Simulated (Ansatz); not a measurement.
# Ti27SnC26: the cost of one run

Method: DFT, PBE, plane-wave PAW, default files, scalar-relativistic, as far as a step names no other, in Ansatz 0.2.0.

The COD entry's cell or inner coordinates are ideal or old and differ from later refinements, so a difference from it is no clean test against experiment.

### Step 1. Starting point

The structure is cubic, space group Fm-3m (No. 225). Conventional cell: a = 12.956 Å, b = 12.956 Å, c = 12.956 Å, α = 90.00°, β = 90.00°, γ = 90.00°. Around Ti (site symmetry 3m) lie 6 C at 2.16 Å. Ti (site symmetry 4mm) has 5 C at 2.16 Å and 1 Sn at 2.16 Å as nearest neighbours. Ti (site symmetry mm2) has 6 C at 2.16 Å as nearest neighbours. Around Ti (site symmetry m-3m) lie 6 C at 2.16 Å. Sn (site symmetry m-3m) is surrounded by 6 Ti at 2.16 Å. C (site symmetry mm2) has 6 Ti at 2.16 Å as nearest neighbours. C (site symmetry 3m) is surrounded by 6 Ti at 2.16 Å. C (site symmetry 4mm) is surrounded by 6 Ti at 2.16 Å.

Coordinates:

```cif
data_structure
_symmetry_space_group_name_H-M 'P 1'
_symmetry_Int_Tables_number 1
_cell_length_a 9.1611
_cell_length_b 9.1611
_cell_length_c 9.1611
_cell_angle_alpha 60.000
_cell_angle_beta 60.000
_cell_angle_gamma 60.000
_cell_volume 543.67
loop_
_atom_site_label
_atom_site_type_symbol
_atom_site_fract_x
_atom_site_fract_y
_atom_site_fract_z
_atom_site_occupancy
Ti1 Ti 0.00000 0.00000 0.00000 1
Ti2 Ti 0.00000 0.00000 0.33333 1
Ti3 Ti 0.00000 0.00000 0.66667 1
Ti4 Ti 0.00000 0.33333 0.00000 1
Ti5 Ti 0.00000 0.33333 0.33333 1
Ti6 Ti 0.00000 0.33333 0.66667 1
Ti7 Ti 0.00000 0.66667 0.00000 1
Ti8 Ti 0.00000 0.66667 0.33333 1
Ti9 Ti 0.00000 0.66667 0.66667 1
Ti10 Ti 0.33333 0.00000 0.00000 1
Ti11 Ti 0.33333 0.00000 0.33333 1
Ti12 Ti 0.33333 0.00000 0.66667 1
Ti13 Ti 0.33333 0.33333 0.00000 1
Ti14 Ti 0.33333 0.33333 0.33333 1
Ti15 Ti 0.33333 0.33333 0.66667 1
Ti16 Ti 0.33333 0.66667 0.00000 1
Ti17 Ti 0.33333 0.66667 0.33333 1
Ti18 Ti 0.33333 0.66667 0.66667 1
Ti19 Ti 0.66667 0.00000 0.00000 1
Ti20 Ti 0.66667 0.00000 0.33333 1
Ti21 Ti 0.66667 0.00000 0.66667 1
Ti22 Ti 0.66667 0.33333 0.00000 1
Ti23 Ti 0.66667 0.33333 0.33333 1
Ti24 Ti 0.66667 0.33333 0.66667 1
Ti25 Ti 0.66667 0.66667 0.00000 1
Ti26 Ti 0.66667 0.66667 0.33333 1
Ti27 Ti 0.66667 0.66667 0.66667 1
Sn1 Sn 0.16667 0.16667 0.16667 1
C1 C 0.16667 0.16667 0.50000 1
C2 C 0.16667 0.16667 0.83333 1
C3 C 0.16667 0.50000 0.16667 1
C4 C 0.16667 0.50000 0.50000 1
C5 C 0.16667 0.50000 0.83333 1
C6 C 0.16667 0.83333 0.16667 1
C7 C 0.16667 0.83333 0.50000 1
C8 C 0.16667 0.83333 0.83333 1
C9 C 0.50000 0.16667 0.16667 1
C10 C 0.50000 0.16667 0.50000 1
C11 C 0.50000 0.16667 0.83333 1
C12 C 0.50000 0.50000 0.16667 1
C13 C 0.50000 0.50000 0.50000 1
C14 C 0.50000 0.50000 0.83333 1
C15 C 0.50000 0.83333 0.16667 1
C16 C 0.50000 0.83333 0.50000 1
C17 C 0.50000 0.83333 0.83333 1
C18 C 0.83333 0.16667 0.16667 1
C19 C 0.83333 0.16667 0.50000 1
C20 C 0.83333 0.16667 0.83333 1
C21 C 0.83333 0.50000 0.16667 1
C22 C 0.83333 0.50000 0.50000 1
C23 C 0.83333 0.50000 0.83333 1
C24 C 0.83333 0.83333 0.16667 1
C25 C 0.83333 0.83333 0.50000 1
C26 C 0.83333 0.83333 0.83333 1
```

Atom 28 of the input is the impurity.

### Step 2. First run, atoms as given

Input file input.yaml:

```yaml
crystal:
  lattice:
    - [0.0, 6.4779, 6.4779]
    - [6.4779, 0.0, 6.4779]
    - [6.4779, 6.4779, 0.0]
  atoms:
    - { symbol: Ti, position: [0.0, 0.0, 0.0] }
    - { symbol: Ti, position: [0.0, 0.0, 0.3333333333] }
    - { symbol: Ti, position: [0.0, 0.0, 0.6666666667] }
    - { symbol: Ti, position: [0.0, 0.3333333333, 0.0] }
    - { symbol: Ti, position: [0.0, 0.3333333333, 0.3333333333] }
    - { symbol: Ti, position: [0.0, 0.3333333333, 0.6666666667] }
    - { symbol: Ti, position: [0.0, 0.6666666667, 0.0] }
    - { symbol: Ti, position: [0.0, 0.6666666667, 0.3333333333] }
    - { symbol: Ti, position: [0.0, 0.6666666667, 0.6666666667] }
    - { symbol: Ti, position: [0.3333333333, 0.0, 0.0] }
    - { symbol: Ti, position: [0.3333333333, 0.0, 0.3333333333] }
    - { symbol: Ti, position: [0.3333333333, 0.0, 0.6666666667] }
    - { symbol: Ti, position: [0.3333333333, 0.3333333333, 0.0] }
    - { symbol: Ti, position: [0.3333333333, 0.3333333333, 0.3333333333] }
    - { symbol: Ti, position: [0.3333333333, 0.3333333333, 0.6666666667] }
    - { symbol: Ti, position: [0.3333333333, 0.6666666667, 0.0] }
    - { symbol: Ti, position: [0.3333333333, 0.6666666667, 0.3333333333] }
    - { symbol: Ti, position: [0.3333333333, 0.6666666667, 0.6666666667] }
    - { symbol: Ti, position: [0.6666666667, 0.0, 0.0] }
    - { symbol: Ti, position: [0.6666666667, 0.0, 0.3333333333] }
    - { symbol: Ti, position: [0.6666666667, 0.0, 0.6666666667] }
    - { symbol: Ti, position: [0.6666666667, 0.3333333333, 0.0] }
    - { symbol: Ti, position: [0.6666666667, 0.3333333333, 0.3333333333] }
    - { symbol: Ti, position: [0.6666666667, 0.3333333333, 0.6666666667] }
    - { symbol: Ti, position: [0.6666666667, 0.6666666667, 0.0] }
    - { symbol: Ti, position: [0.6666666667, 0.6666666667, 0.3333333333] }
    - { symbol: Ti, position: [0.6666666667, 0.6666666667, 0.6666666667] }
    - { symbol: Sn, position: [0.1666666667, 0.1666666667, 0.1666666667] }
    - { symbol: C, position: [0.1666666667, 0.1666666667, 0.5] }
    - { symbol: C, position: [0.1666666667, 0.1666666667, 0.8333333333] }
    - { symbol: C, position: [0.1666666667, 0.5, 0.1666666667] }
    - { symbol: C, position: [0.1666666667, 0.5, 0.5] }
    - { symbol: C, position: [0.1666666667, 0.5, 0.8333333333] }
    - { symbol: C, position: [0.1666666667, 0.8333333333, 0.1666666667] }
    - { symbol: C, position: [0.1666666667, 0.8333333333, 0.5] }
    - { symbol: C, position: [0.1666666667, 0.8333333333, 0.8333333333] }
    - { symbol: C, position: [0.5, 0.1666666667, 0.1666666667] }
    - { symbol: C, position: [0.5, 0.1666666667, 0.5] }
    - { symbol: C, position: [0.5, 0.1666666667, 0.8333333333] }
    - { symbol: C, position: [0.5, 0.5, 0.1666666667] }
    - { symbol: C, position: [0.5, 0.5, 0.5] }
    - { symbol: C, position: [0.5, 0.5, 0.8333333333] }
    - { symbol: C, position: [0.5, 0.8333333333, 0.1666666667] }
    - { symbol: C, position: [0.5, 0.8333333333, 0.5] }
    - { symbol: C, position: [0.5, 0.8333333333, 0.8333333333] }
    - { symbol: C, position: [0.8333333333, 0.1666666667, 0.1666666667] }
    - { symbol: C, position: [0.8333333333, 0.1666666667, 0.5] }
    - { symbol: C, position: [0.8333333333, 0.1666666667, 0.8333333333] }
    - { symbol: C, position: [0.8333333333, 0.5, 0.1666666667] }
    - { symbol: C, position: [0.8333333333, 0.5, 0.5] }
    - { symbol: C, position: [0.8333333333, 0.5, 0.8333333333] }
    - { symbol: C, position: [0.8333333333, 0.8333333333, 0.1666666667] }
    - { symbol: C, position: [0.8333333333, 0.8333333333, 0.5] }
    - { symbol: C, position: [0.8333333333, 0.8333333333, 0.8333333333] }
kpoints:
  mp_grid: { grid: [3, 3, 3] }
scf:
  occupations: { method: fermi_dirac, width: 0.01 }
hamiltonian:
  xc: pbe
  pseudopotentials: { kind: paw }
output:
  forces: true
  stress: true
  populations: true
  efg:
    quadrupole_moments_barn: { Ti: 0.247, Sn: -0.132 }
    contact_densities: true
  write_density: true
  write_potential: true
  elf: true
  volumetric_format: npy
```

The run is started by

```sh
$ ansatz run input.yaml --threads 1 --pin off --max-ram 3072MiB --backend cpu --events-out ev --progress --plain --runs-dir out
```

**Question.** How long does this run take on 1 thread of Arm Neoverse V1, shared host, and how much memory does it need?

About 2 min, with a peak of 1.4 GiB.
